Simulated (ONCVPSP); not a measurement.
# An ONCV potential for holmium, from input to tests

Aim: build the potential from the settings below, then test how well it stands in for the atom: other configurations, scattering, ghost states and the plane-wave cutoff that it needs.

Program: ONCVPSP 4.0.1. Reference atom: PBE, scalar-relativistic, spherical and spin-unpolarised. All values are calculated.

## Step 1: Starting point

The settings as typed:

```
element                 : holmium (Ho, Z = 67)
type                    : optimised norm-conserving Vanderbilt (ONCV)
frozen core             : [Kr] 4d10 5s2
valence charge          : 19
reference configuration : 4f11 5p6 6s1.75 6p0.25
partial waves           : 6s: rc 3.75 bohr, ncon 4, nbas 8, qcut 1.8 1/bohr, 2 projectors, debl 2.2 Ha; 5p+6p: rc 2.20 bohr, ncon 4, nbas 9, qcut 7.6 1/bohr, 2 projectors; d scattering state at 0.03 Ha: rc 3.50 bohr, ncon 4, nbas 8, qcut 2.6 1/bohr, 2 projectors, debl 2.5 Ha; 4f: rc 0.90 bohr, ncon 3, nbas 8, qcut 18.1 1/bohr, 2 projectors, debl 1.3 Ha
local potential         : polynomial inside 0.80 bohr (lpopt 3, dvloc0 0 Ha)
core correction         : Teter function, fcfact 5.25, rcfact 1.6
```

## Step 2: Generation

Ho.dat reads:

```
# ATOM AND REFERENCE CONFIGURATION
# atsym  z   nc   nv     iexc    psfile
  Ho 67.00   10    4        4      upf
#
#   n    l    f
    1    0    2.00
    2    0    2.00
    2    1    6.00
    3    0    2.00
    3    1    6.00
    3    2   10.00
    4    0    2.00
    4    1    6.00
    4    2   10.00
    5    0    2.00
    4    3   11.00
    5    1    6.00
    6    0    1.75
    6    1    0.25
#
# PSEUDOPOTENTIAL AND OPTIMIZATION
# lmax
    3
#
#   l,   rc,      ep,       ncon, nbas, qcut
    0    3.75    0.00    4    8    1.80
    1    2.20    0.00    4    9    7.60
    2    3.50    0.03    4    8    2.60
    3    0.90    0.00    3    8   18.10
#
# LOCAL POTENTIAL
# lloc, lpopt,  rc(5),   dvloc0
    4    3    0.80    0.00
#
# VANDERBILT-KLEINMAN-BYLANDER PROJECTORs
# l, nproj, debl
    0    2    2.20
    1    2    2.90
    2    2    2.50
    3    2    1.30
#
# MODEL CORE CHARGE
# icmod, fcfact, rcfact
    3    5.25    1.60
#
# LOG DERIVATIVE ANALYSIS
# epsh1, epsh2, depsh
   -2.00    5.00    0.02
#
# OUTPUT GRID
# rlmax, drl
    6.00    0.01
#
# TEST CONFIGURATIONS
# ncnf
    4
# nvcnf
#   n    l    f
    4
    4    3   11.00
    5    1    6.00
    6    0    2.00
    6    1    0.00
#
    4
    4    3   11.00
    5    1    6.00
    6    0    1.00
    6    1    0.00
#
    4
    4    3   11.00
    5    1    6.00
    6    0    0.00
    6    1    0.00
#
    5
    4    3   11.00
    5    1    6.00
    6    0    1.00
    6    1    0.00
    5    2    1.00
#
```

Command:

```console
$ oncvpsp.x < Ho.dat > Ho.out
```

Q: Predict the outcome of this session. Wanted: cutoffs for 1 and 0.1 mHa per electron, occupied waves; bound ghosts; GHOST(+) flags; largest phase difference near zero energy, channels read; rms error of d²Exc/dn², without and with the model core; projector energies reset by the program.

The runs gave:

| quantity | value |
| --- | --- |
| cutoffs for 1 and 0.1 mHa per electron, occupied waves | 141 Ha and 160 Ha |
| bound ghosts | s at -278.77 eV, d at -78.99 eV |
| GHOST(+) flags | s at 6 eV, p at 33 eV, d at 65 eV |
| largest phase difference near zero energy, channels read | 3.117 rad |
| rms error of d²Exc/dn², without and with the model core | 5.77 and 2.00 mHa |
| projector energies reset by the program | d: -0.048, 2.452 Ha |

**Reading.** It has a bound ghost (s, d), a state that the atom doesn't have, and that rules the file out. It counts as very hard, with 141 Ha needed at the looser tolerance. At the looser tolerance the 4f wave is the slowest; 5p needs 13 Ha. Near zero energy the largest phase difference among the channels read is 3.12 rad, in the s channel. A step near π is an extra or missing state, not a misfit of shape. The program also flags highly localised states, GHOST(+) (s, p, d).
